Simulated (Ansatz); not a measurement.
**BCl2H2S (charge +1): inversion of the pyramid at S1**

How high is the barrier for the inversion of the pyramid at S1? Relax the two ends, then run a nudged elastic band between them. SMILES of the start: [SH2+]B(Cl)Cl.

Method: RKS LDA/def2-SVP, in Ansatz 0.2.0.

### Step 1. Starting point

Bond lengths: S1–B2 2.133 Å, B2–Cl3 1.663 Å, B2–Cl4 1.651 Å, S1–H5 1.344 Å, S1–H6 1.344 Å. Angles: S1–B2–Cl3 114.1°, S1–B2–Cl4 113.0°, Cl3–B2–Cl4 132.9°, B2–S1–H5 96.9°, B2–S1–H6 96.7°, H5–S1–H6 92.6°.

Structure file:

```xyz
6

S     0.2251    1.1235   -0.5500
B     0.2744   -0.9006    0.1205
Cl   -0.9918   -1.3164    1.1156
Cl    1.5722   -1.7412   -0.4580
H    -1.0777    1.1528   -0.8792
H    -0.0022    1.6820    0.6510
```

### Step 2. Relaxing end A

input.yaml reads:

```yaml
crystal:
  periodic: [false, false, false]
  atoms:
    - { symbol: S, position_ang: [0.22507, 1.12347, -0.55003] }
    - { symbol: B, position_ang: [0.27443, -0.90065, 0.12048] }
    - { symbol: Cl, position_ang: [-0.99184, -1.31638, 1.11564] }
    - { symbol: Cl, position_ang: [1.57222, -1.74118, -0.45797] }
    - { symbol: H, position_ang: [-1.07771, 1.15277, -0.87916] }
    - { symbol: H, position_ang: [-0.00217, 1.68196, 0.65104] }
total_charge: 1
basis:
  gaussian: { orbitals: def2-SVP }
hamiltonian:
  xc: lda
relax:
  f_tol: 0.015
  max_steps: 40
```

Command:

```console
ansatz run input.yaml --threads 1 --pin off --max-ram 2048MiB --backend cpu --events-out ev --progress --plain --runs-dir out
```

What it wrote (excerpt; [...] marks lines left out):

```text
Warning: RAYON_NUM_THREADS=1 ignored (pool sized by the plan → 1); use --threads N
[...]
Functional definition: SPW92
[...]
865 factors; their error is unknown
[...]
mean field -36445.74712213 eV, -1339.3565029234 hartree, gradient 5.7e-5 eV, S^2 0.000000; 0 other end points of the search recorded, 0 dependent functions left out
[...]
reference -36445.74714681 eV, -1339.3565038305 hartree; 28, 28 occupied and 50, 50 virtual orbitals, 865 factors
relax step   1: F+E_penalty+E_count = -36445.74712213 eV  Δ(F+E_penalty+E_count) = +0.000e0 eV  max|allowed force component| = 1.482e0 eV/Å  Δτ_max = 0.0000 Å  (24 SCF iters, accepted)
[...]
relax step   4: F+E_penalty+E_count = -36445.87636616 eV  Δ(F+E_penalty+E_count) = -3.119e-3 eV  max|allowed force component| = 1.844e-1 eV/Å  Δτ_max = 0.0352 Å  (23 SCF iters, accepted)
[...]
relax step   7: F+E_penalty+E_count = -36445.88376201 eV  Δ(F+E_penalty+E_count) = -1.748e-3 eV  max|allowed force component| = 1.416e-1 eV/Å  Δτ_max = 0.0645 Å  (23 SCF iters, accepted)
[...]
relax step  10: F+E_penalty+E_count = -36445.90714023 eV  Δ(F+E_penalty+E_count) = -1.159e-2 eV  max|allowed force component| = 1.409e-1 eV/Å  Δτ_max = 0.1103 Å  (26 SCF iters, accepted)
[...]
relax step  12: F+E_penalty+E_count = -36445.92603612 eV  Δ(F+E_penalty+E_count) = +3.056e-3 eV  max|allowed force component| = 6.315e-1 eV/Å  Δτ_max = 0.1415 Å  (26 SCF iters, rejected (line search))
[...]
relax step  13: F+E_penalty+E_count = -36445.93950628 eV  Δ(F+E_penalty+E_count) = -1.041e-2 eV  max|allowed force component| = 1.680e-1 eV/Å  Δτ_max = 0.0706 Å  (23 SCF iters, accepted)
[...]
865 factors; their error is unknown
mean field -36445.95234351 eV, -1339.3640446704 hartree, gradient 1.8e-5 eV, S^2 0.000000; 0 other end points of the search recorded, 0 dependent functions left out
[...]
reference -36445.95236824 eV, -1339.3640455790 hartree; 28, 28 occupied and 50, 50 virtual orbitals, 865 factors
```

### Step 3. The log goes on: end point A relaxed

The log, continued (excerpt; [...] marks lines left out):

```text
relax step  14: F+E_penalty+E_count = -36445.95234351 eV  Δ(F+E_penalty+E_count) = -1.284e-2 eV  max|allowed force component| = 1.048e-1 eV/Å  Δτ_max = 0.0999 Å  (27 SCF iters, accepted)
[...]
relax step  16: F+E_penalty+E_count = -36445.80628356 eV  Δ(F+E_penalty+E_count) = +1.537e-1 eV  max|allowed force component| = 1.136e0 eV/Å  Δτ_max = 0.1935 Å  (28 SCF iters, rejected (line search))
[...]
relax step  18: F+E_penalty+E_count = -36445.97556416 eV  Δ(F+E_penalty+E_count) = -3.679e-3 eV  max|allowed force component| = 1.796e-2 eV/Å  Δτ_max = 0.0923 Å  (26 SCF iters, accepted)
[...]
relax step  20: F+E_penalty+E_count = -36445.97537604 eV  Δ(F+E_penalty+E_count) = +1.881e-4 eV  max|allowed force component| = 8.777e-2 eV/Å  Δτ_max = 0.0448 Å  (23 SCF iters, rejected (line search))
[...]
865 factors; their error is unknown
[...]
mean field -36445.97641465 eV, -1339.3649292683 hartree, gradient 7.8e-5 eV, S^2 0.000000; 1 other end points of the search recorded, 0 dependent functions left out
[...]
reference -36445.97643931 eV, -1339.3649301744 hartree; 28, 28 occupied and 50, 50 virtual orbitals, 865 factors
Total energy: -36445.97643931 eV, -1339.3649301744 hartree
Atom 0 at    -0.171047     0.893367    -0.734367 Å, force    -0.002139     0.004598     0.006524 eV/Å
Atom 1 at     0.127528    -0.839808     0.088948 Å, force     0.003071    -0.000046     0.004581 eV/Å
Atom 2 at    -1.272855    -1.727740     0.432296 Å, force     0.003799     0.002508    -0.002830 eV/Å
Atom 3 at     1.752155    -1.287086     0.256879 Å, force    -0.004751    -0.000654    -0.001149 eV/Å
Atom 4 at    -1.225739     1.333457     0.033137 Å, force     0.004580    -0.001957    -0.003646 eV/Å
Atom 5 at     0.789958     1.627800    -0.076894 Å, force    -0.004560    -0.004449    -0.003480 eV/Å
Dipole moment:    -0.152385     1.016147    -0.062446 e Å
```

Run time: 25 s. Hardware: 1 thread of an x86-64 CPU, shared host; peak memory 0.15 GiB.

Relaxation path:

```tsv
step	energy from step 1 (eV)	largest force component (eV/Å)
1	0.0000	1.4815
2	-0.0840	1.0629
3	-0.1261	0.2198
4	-0.1292	0.1844
5	-0.1345	0.0185
6	-0.1349	0.0574
7	-0.1366	0.1416
8	-0.1469	0.1130
9	-0.1484	0.0580
10	-0.1600	0.1409
11	-0.1820	0.1944
12x	-0.1789	0.6315
13	-0.1924	0.1680
14	-0.2052	0.1048
15	-0.2128	0.3117
16x	-0.0592	1.1356
17	-0.2248	0.0694
18	-0.2284	0.0180
19x	-0.2280	0.1365
20x	-0.2283	0.0878
21	-0.2289	0.0048
22	-0.2293	0.0296
23	-0.2293	0.0065
```

Step 1 is the start. 4 steps were tried and not accepted (marked x).

After: Bond lengths: S1–B2 1.942 Å, B2–Cl3 1.693 Å, B2–Cl4 1.693 Å, S1–H5 1.377 Å, S1–H6 1.377 Å. Angles: S1–B2–Cl3 115.3°, S1–B2–Cl4 115.2°, Cl3–B2–Cl4 129.4°, B2–S1–H5 99.6°, B2–S1–H6 99.6°, H5–S1–H6 95.6°.

### Step 4. Relaxing end B

The second end starts from a geometry with the move made by hand.

input.yaml: that of step 2 with these lines changed.

```diff
@@ -7,4 +7,4 @@
     - { symbol: Cl, position_ang: [1.57222, -1.74118, -0.45797] }
-    - { symbol: H, position_ang: [-1.07771, 1.15277, -0.87916] }
-    - { symbol: H, position_ang: [-0.00217, 1.68196, 0.65104] }
+    - { symbol: H, position_ang: [0.44452, 0.86791, -1.85116] }
+    - { symbol: H, position_ang: [1.52087, 1.39694, -0.32148] }
 total_charge: 1
@@ -17 +17,3 @@
   max_steps: 40
+output:
+  orbitals: {}
```

Command:

```console
ansatz run input.yaml --threads 1 --pin off --max-ram 2048MiB --backend cpu --events-out ev --progress --plain --runs-dir out
```

What it wrote (excerpt; [...] marks lines left out):

```text
Warning: RAYON_NUM_THREADS=1 ignored (pool sized by the plan → 1); use --threads N
[...]
Functional definition: SPW92
[...]
865 factors; their error is unknown
[...]
mean field -36445.73914386 eV, -1339.3562097275 hartree, gradient 4.7e-5 eV, S^2 0.000000; 0 other end points of the search recorded, 0 dependent functions left out
[...]
reference -36445.73916873 eV, -1339.3562106415 hartree; 28, 28 occupied and 50, 50 virtual orbitals, 865 factors
relax step   1: F+E_penalty+E_count = -36445.73914386 eV  Δ(F+E_penalty+E_count) = +0.000e0 eV  max|allowed force component| = 1.487e0 eV/Å  Δτ_max = 0.0000 Å  (24 SCF iters, accepted)
[...]
relax step   5: F+E_penalty+E_count = -36445.88216427 eV  Δ(F+E_penalty+E_count) = -2.152e-3 eV  max|allowed force component| = 1.184e-2 eV/Å  Δτ_max = 0.0297 Å  (23 SCF iters, accepted)
[...]
865 factors; their error is unknown
mean field -36445.97636827 eV, -1339.3649275637 hartree, gradient 1.8e-5 eV, S^2 0.000000; 1 other end points of the search recorded, 0 dependent functions left out
[...]
reference -36445.97639278 eV, -1339.3649284646 hartree; 28, 28 occupied and 50, 50 virtual orbitals, 865 factors
Total energy: -36445.97639278 eV, -1339.3649284646 hartree
Atom 0 at     0.617099     1.067664    -0.267817 Å, force     0.000800     0.001320    -0.001187 eV/Å
Atom 1 at     0.421717    -0.827615     0.105226 Å, force    -0.000424    -0.002670     0.000647 eV/Å
Atom 2 at    -1.174578    -1.367433     0.270290 Å, force    -0.003969     0.000213    -0.000778 eV/Å
Atom 3 at     1.870454    -1.675102     0.327909 Å, force     0.004186    -0.000937     0.001548 eV/Å
Atom 4 at    -0.359285     1.212373    -1.227029 Å, force    -0.000809     0.001129     0.001075 eV/Å
Atom 5 at     1.669864     1.020223    -1.153100 Å, force     0.000216     0.000945    -0.001304 eV/Å
Dipole moment:     0.102572     0.860123    -0.556381 e Å
```

Wall time 17 s (1 thread of an x86-64 CPU, shared host); peak memory 0.16 GiB.

The steps of the relaxation:

```tsv
step	energy from step 1 (eV)	largest force component (eV/Å)
1	0.0000	1.4873
2	-0.0849	1.1039
3	-0.1338	0.4225
4	-0.1409	0.1203
5	-0.1430	0.0118
6	-0.1440	0.0535
7x	-0.1320	0.6138
8	-0.1491	0.0935
9	-0.1519	0.2747
10	-0.1747	0.1686
11	-0.1790	0.5412
12	-0.2210	0.1546
13	-0.2308	0.2691
14	-0.2343	0.1460
15	-0.2371	0.0209
16	-0.2372	0.0042
```

Step 1 is the start. 1 step was tried and not accepted (marked x).

After: Bond lengths: S1–B2 1.941 Å, B2–Cl3 1.693 Å, B2–Cl4 1.693 Å, S1–H5 1.376 Å, S1–H6 1.376 Å. Angles: S1–B2–Cl3 115.1°, S1–B2–Cl4 115.3°, Cl3–B2–Cl4 129.4°, B2–S1–H5 99.5°, B2–S1–H6 99.6°, H5–S1–H6 95.6°.

### Step 5. Nudged elastic band

crystal.atoms is end A as relaxed above, and neb.final_atoms is end B, turned to lie on A. With 9 inner images the band has 11 in all.

input.yaml reads:

```yaml
crystal:
  periodic: [false, false, false]
  atoms:
    - { symbol: S, position_ang: [-0.171047, 0.893367, -0.734367] }
    - { symbol: B, position_ang: [0.127528, -0.839808, 0.088948] }
    - { symbol: Cl, position_ang: [-1.272855, -1.72774, 0.432296] }
    - { symbol: Cl, position_ang: [1.752155, -1.287086, 0.256879] }
    - { symbol: H, position_ang: [-1.225739, 1.333457, 0.033137] }
    - { symbol: H, position_ang: [0.789958, 1.6278, -0.076894] }
total_charge: 1
basis:
  gaussian: { orbitals: def2-SVP }
hamiltonian:
  xc: lda
neb:
  order_check: false
  images: 9
  f_tol: 0.03
  max_iterations: 60
  initial_path: idpp
  final_atoms:
    - { symbol: S, position_ang: [-0.14587391, 1.10013942, 0.3678635] }
    - { symbol: B, position_ang: [0.12972794, -0.81563187, 0.21528015] }
    - { symbol: Cl, position_ang: [-1.27629687, -1.75433344, 0.30877307] }
    - { symbol: Cl, position_ang: [1.74643108, -1.30953252, 0.12044377] }
    - { symbol: H, position_ang: [-1.23477268, 1.23997006, -0.46225753] }
    - { symbol: H, position_ang: [0.78078443, 1.53937835, -0.55010396] }
```

Command:

```console
ansatz run input.yaml --threads 1 --pin off --max-ram 2048MiB --backend cpu --events-out ev --progress --plain --runs-dir out
```

What it wrote (excerpt; [...] marks lines left out):

```text
Warning: RAYON_NUM_THREADS=1 ignored (pool sized by the plan → 1); use --threads N
[...]
Functional definition: SPW92
[...]
865 factors; their error is unknown
[...]
mean field -36445.97640402 eV, -1339.3649288775 hartree, gradient 5.4e-5 eV, S^2 0.000000; 0 other end points of the search recorded, 0 dependent functions left out
[...]
reference -36445.97642855 eV, -1339.3649297790 hartree; 28, 28 occupied and 50, 50 virtual orbitals, 865 factors
865 factors; their error is unknown
[...]
mean field -36445.97637871 eV, -1339.3649279475 hartree, gradient 6.5e-5 eV, S^2 0.000000; 0 other end points of the search recorded, 0 dependent functions left out
[...]
reference -36445.97640324 eV, -1339.3649288490 hartree; 28, 28 occupied and 50, 50 virtual orbitals, 865 factors
NEB end point (image 0): max|allowed force component| = 6.510e-3 eV/Å (the criterion of neb.relax_end_points is 1.000e-2)
[...]
NEB iter   6: max|band force component| = 7.650e-2 eV/Å  barrier→ = 0.5581 eV  barrier← = 0.5581 eV  CI = image 5  Δτ_max = 0.0027 Å  (226 SCF iters)
[...]
NEB iter   7: max|band force component| = 2.757e-2 eV/Å  barrier→ = 0.5580 eV  barrier← = 0.5579 eV  CI = image 5  Δτ_max = 0.0000 Å  (410 SCF iters)
Total energy: -36445.41846686 eV, -1339.3444250654 hartree
Atom 0 at    -0.132742     0.901204    -0.024978 Å, force     0.000702    -0.004981     0.006540 eV/Å
Atom 1 at     0.141820    -0.962839     0.027512 Å, force     0.000738    -0.007104     0.000020 eV/Å
Atom 2 at    -1.283106    -1.867481     0.134881 Å, force    -0.006070     0.007545    -0.000815 eV/Å
Atom 3 at     1.767928    -1.422752    -0.039731 Å, force     0.004252     0.008438    -0.001006 eV/Å
Atom 4 at    -1.354628     1.514574     0.013854 Å, force    -0.005735    -0.002806    -0.001775 eV/Å
Atom 5 at     0.860728     1.837284    -0.111540 Å, force     0.006112    -0.001092    -0.002964 eV/Å
Dipole moment:    -0.168334     1.142173    -0.033640 e Å
this run last wrote the band of iteration 7 to <dir>
```

Wall time 66 s (1 thread of an x86-64 CPU, shared host); peak memory 0.26 GiB.

### Step 6. The band, image by image

Images 0 and 10 are the ends. Energies count from image 0; the path length is the program's own measure over all atoms.

```tsv
image	path (Å)	energy (eV)	sum of angles at S1 (°)	band force (eV/Å)
0	0.000	0.0000	294.8	-
1	0.170	0.0297	308.2	0.017
2	0.339	0.1294	324.9	0.023
3	0.509	0.3004	342.2	0.028
4	0.679	0.4804	355.2	0.024
5*	0.848	0.5580	360.0	0.008
6	1.018	0.4785	355.1	0.011
7	1.187	0.2984	342.1	0.024
8	1.357	0.1279	324.7	0.023
9	1.527	0.0290	308.0	0.017
10	1.696	0.0000	294.7	-
```

The star marks the climbing image.

image, energy (eV) and a bar:
```
        0      0.000 
        1      0.030 ##
        2      0.129 #######
        3      0.300 ################
        4      0.480 ##########################
        5      0.558 ##############################
        6      0.479 ##########################
        7      0.298 ################
        8      0.128 #######
        9      0.029 ##
       10      0.000
```

How the highest energy settled:

```tsv
iteration	highest image above image 0 (eV)	largest band force (eV/Å)
1	0.7021	1.225
2	0.5878	0.467
3	0.5597	0.421
4	0.5588	0.216
5	0.5584	0.173
6	0.5581	0.076
7	0.5580	0.028
```

The band as a trajectory file:

```xyz
6
image=0 dE=0.0000
S    -0.171    0.893   -0.734
B     0.128   -0.840    0.089
Cl   -1.273   -1.728    0.432
Cl    1.752   -1.287    0.257
H    -1.226    1.333    0.033
H     0.790    1.628   -0.077
6
image=1 dE=0.0297
S    -0.167    0.896   -0.644
B     0.133   -0.869    0.117
Cl   -1.266   -1.788    0.372
Cl    1.756   -1.347    0.200
H    -1.252    1.405    0.036
H     0.796    1.704   -0.081
6
image=2 dE=0.1294
S    -0.160    0.895   -0.521
B     0.139   -0.903    0.132
Cl   -1.268   -1.829    0.310
Cl    1.762   -1.387    0.137
H    -1.290    1.458    0.031
H     0.817    1.766   -0.088
6
image=3 dE=0.3004
S    -0.151    0.894   -0.368
B     0.143   -0.933    0.118
Cl   -1.273   -1.851    0.249
Cl    1.767   -1.408    0.075
H    -1.325    1.491    0.025
H     0.840    1.807   -0.098
6
image=4 dE=0.4804
S    -0.142    0.896   -0.199
B     0.143   -0.953    0.079
Cl   -1.279   -1.862    0.191
Cl    1.769   -1.418    0.016
H    -1.347    1.508    0.019
H     0.856    1.829   -0.106
6
image=5 dE=0.5580
S    -0.133    0.901   -0.025
B     0.142   -0.963    0.028
Cl   -1.283   -1.867    0.135
Cl    1.768   -1.423   -0.040
H    -1.355    1.515    0.014
H     0.861    1.837   -0.112
6
image=6 dE=0.4785
S    -0.124    0.909    0.149
B     0.138   -0.957   -0.024
Cl   -1.285   -1.866    0.078
Cl    1.763   -1.422   -0.096
H    -1.347    1.508    0.009
H     0.855    1.829   -0.116
6
image=7 dE=0.2984
S    -0.116    0.919    0.317
B     0.133   -0.940   -0.064
Cl   -1.285   -1.860    0.020
Cl    1.755   -1.416   -0.154
H    -1.326    1.490    0.002
H     0.839    1.806   -0.121
6
image=8 dE=0.1279
S    -0.109    0.931    0.470
B     0.128   -0.910   -0.079
Cl   -1.286   -1.842   -0.043
Cl    1.744   -1.400   -0.217
H    -1.292    1.457   -0.005
H     0.815    1.764   -0.125
6
image=9 dE=0.0290
S    -0.103    0.941    0.592
B     0.124   -0.876   -0.065
Cl   -1.291   -1.805   -0.109
Cl    1.731   -1.364   -0.282
H    -1.254    1.403   -0.009
H     0.794    1.701   -0.127
6
image=10 dE=0.0000
S    -0.118    1.005    0.586
B     0.124   -0.843    0.042
Cl   -1.293   -1.769   -0.009
Cl    1.729   -1.322   -0.202
H    -1.229    1.319   -0.163
H     0.787    1.612   -0.254
```

### Step 7. Vibrations at the top

The geometry is the highest inner image of the first converged band.

input.yaml reads:

```yaml
crystal:
  periodic: [false, false, false]
  atoms:
    - { symbol: S, position_ang: [-0.132742, 0.901204, -0.024978] }
    - { symbol: B, position_ang: [0.14182, -0.962839, 0.027512] }
    - { symbol: Cl, position_ang: [-1.283106, -1.867481, 0.134881] }
    - { symbol: Cl, position_ang: [1.767928, -1.422752, -0.039731] }
    - { symbol: H, position_ang: [-1.354628, 1.514574, 0.013854] }
    - { symbol: H, position_ang: [0.860728, 1.837284, -0.11154] }
total_charge: 1
basis:
  gaussian: { orbitals: def2-SVP }
hamiltonian:
  xc: lda
phonons: {}
```

Command:

```console
ansatz run input.yaml --threads 1 --pin off --max-ram 2048MiB --backend cpu --events-out ev --progress --plain --runs-dir out
```

What it wrote (excerpt; [...] marks lines left out):

```text
Warning: RAYON_NUM_THREADS=1 ignored (pool sized by the plan → 1); use --threads N
[...]
Functional definition: SPW92
[...]
865 factors; their error is unknown
[...]
mean field -36445.41844179 eV, -1339.3444241439 hartree, gradient 4.1e-5 eV, S^2 0.000000; 0 other end points of the search recorded, 0 dependent functions left out
[...]
reference -36445.41846689 eV, -1339.3444250664 hartree; 28, 28 occupied and 50, 50 virtual orbitals, 865 factors
[...]
865 factors; their error is unknown
mean field -36445.41832006 eV, -1339.3444196704 hartree, gradient 1.1e-6 eV, S^2 0.000000; 0 other end points of the search recorded, 0 dependent functions left out
[...]
reference -36445.41834516 eV, -1339.3444205929 hartree; 28, 28 occupied and 50, 50 virtual orbitals, 865 factors
[...]
865 factors; their error is unknown
[...]
reference -36445.41845156 eV, -1339.3444245028 hartree; 28, 28 occupied and 50, 50 virtual orbitals, 865 factors
[...]
865 factors; their error is unknown
mean field -36445.41838882 eV, -1339.3444221974 hartree, gradient 1.8e-6 eV, S^2 0.000000; 0 other end points of the search recorded, 0 dependent functions left out
[...]
reference -36445.41841393 eV, -1339.3444231200 hartree; 28, 28 occupied and 50, 50 virtual orbitals, 865 factors
[...]
865 factors; their error is unknown
mean field -36445.41843663 eV, -1339.3444239542 hartree, gradient 8.3e-7 eV, S^2 0.000000; 0 other end points of the search recorded, 0 dependent functions left out
[...]
reference -36445.41846173 eV, -1339.3444248767 hartree; 28, 28 occupied and 50, 50 virtual orbitals, 865 factors
[...]
865 factors; their error is unknown
mean field -36445.41844072 eV, -1339.3444241044 hartree, gradient 9.7e-7 eV, S^2 0.000000; 0 other end points of the search recorded, 0 dependent functions left out
[...]
reference -36445.41846582 eV, -1339.3444250269 hartree; 28, 28 occupied and 50, 50 virtual orbitals, 865 factors
```

### Step 8. The output, continued: vibrations at the highest image of the band

The log, continued (excerpt; [...] marks lines left out):

```text
[...]
865 factors; their error is unknown
[...]
mean field -36445.41836630 eV, -1339.3444213697 hartree, gradient 8.9e-7 eV, S^2 0.000000; 0 other end points of the search recorded, 0 dependent functions left out
[...]
reference -36445.41839140 eV, -1339.3444222922 hartree; 28, 28 occupied and 50, 50 virtual orbitals, 865 factors
[...]
865 factors; their error is unknown
mean field -36445.41834459 eV, -1339.3444205718 hartree, gradient 1.3e-6 eV, S^2 0.000000; 0 other end points of the search recorded, 0 dependent functions left out
[...]
reference -36445.41836969 eV, -1339.3444214942 hartree; 28, 28 occupied and 50, 50 virtual orbitals, 865 factors
[...]
865 factors; their error is unknown
mean field -36445.41844766 eV, -1339.3444243597 hartree, gradient 7.9e-7 eV, S^2 0.000000; 0 other end points of the search recorded, 0 dependent functions left out
[...]
reference -36445.41847506 eV, -1339.3444253665 hartree; 28, 28 occupied and 50, 50 virtual orbitals, 865 factors
WARN: phonons: modes at or below zero, which the zero-point energy, F, S and C_V leave out: 1, the lowest at -588.61 cm⁻¹. A minimum has none, and a first-order saddle one
Total energy: -36445.41846689 eV, -1339.3444250664 hartree
Atom 0 at    -0.132742     0.901204    -0.024978 Å, force     0.000696    -0.004961     0.006552 eV/Å
Atom 1 at     0.141820    -0.962839     0.027512 Å, force     0.000733    -0.007100     0.000016 eV/Å
Atom 2 at    -1.283106    -1.867481     0.134881 Å, force    -0.006079     0.007539    -0.000814 eV/Å
Atom 3 at     1.767928    -1.422752    -0.039731 Å, force     0.004266     0.008434    -0.001007 eV/Å
Atom 4 at    -1.354628     1.514574     0.013854 Å, force    -0.005725    -0.002814    -0.001779 eV/Å
Atom 5 at     0.860728     1.837284    -0.111540 Å, force     0.006108    -0.001098    -0.002968 eV/Å
Dipole moment:    -0.168332     1.142174    -0.033640 e Å
Vibrations: -588.61 170.62 236.18 318.41 395.41 436.37 533.87 788.50 1063.79 1162.20 2564.42 2616.36 cm⁻¹, zero-point energy 0.637659 eV
```

Wall time 25 s (1 thread of an x86-64 CPU, shared host); peak memory 0.26 GiB.

Of 12 modes, 1 is imaginary by more than 30 cm⁻¹ (589i cm⁻¹).

### Step 9. What came out

| quantity | value |
| --- | --- |
| end A | 18 moves, 0.229 eV lower |
| end B | 14 moves, 0.237 eV lower |
| barrier forwards | 0.56 eV |
| barrier backwards | 0.56 eV |
| second end relative to first | 0.000 eV |
| highest image | 5 of 0 to 10, climbing |
| band iterations | 7 |
| imaginary modes at the top | 589i cm⁻¹ |

What this shows: The barrier from the first end is 0.56 eV, 22 times kT at 300 K; with a typical attempt rate of 10^13 per second that is roughly 10^4 events a second. The ends differ by 1 meV at most. One imaginary mode, as a first-order saddle point has. These are electronic energies, with no zero-point or thermal terms.
